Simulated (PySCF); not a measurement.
# CoH18N6 ([Co(NH3)6]3+): the cost of one run

Computed with PySCF 2.14.0 and routines of our own; the level stands in each step. Atoms count from 0.

### Step 1. The starting structure

25 atoms, charge 3, states of the metal's open shell are computed; geometry from: model start, shaken.

### Step 2. Relaxing the molecule at PBE0-D3(BJ)/def2-SVP

Job settings and geometry (Å):

```
{"job": {"xc": "PBE0", "basis": "def2-SVP", "d3": "d3bj", "grid": 1, "maxiter": 45, "solvent": "water", "kind": "geom"}, "charge": 3, "metal": "Co", "open_shell": "d6"}
Co     0.000020     0.004480    -0.004110
N     -0.013360    -0.006820     1.960130
H      0.943260     0.020100     2.357950
H     -0.480490     0.823450     2.370690
H     -0.469600    -0.830060     2.364900
N      0.010430    -0.020160    -1.981860
H     -0.970880    -0.019340    -2.392960
H      0.467650     0.797090    -2.361270
H      0.473530    -0.818910    -2.403090
N      1.966920    -0.000730     0.001700
H      2.342380     0.935190    -0.014680
H      2.353200    -0.455270     0.803990
H      2.364850    -0.457910    -0.824860
N     -1.976680     0.001660     0.000960
H     -2.383710    -0.941210     0.020380
H     -2.388540     0.484070     0.817900
H     -2.374960     0.501190    -0.804670
N     -0.017990     1.976120     0.008650
H     -0.002830     2.375580     0.941360
H      0.826110     2.386910    -0.481310
H     -0.813060     2.358390    -0.469270
N     -0.017810    -1.983690    -0.002940
H      0.013480    -2.348160    -0.962210
H      0.804190    -2.355630     0.441290
H     -0.823050    -2.366800     0.490030
```

The run is started by

```bash
OMP_NUM_THREADS=1 python lf_run.py task.json out
```

One launch serves the whole session: the jobs run in the order shown.

**Question.** How long does this first job take on 1 thread of Arm Neoverse V2, shared host, and how much memory does it need?

About 11 min, with a peak of 1.9 GiB.
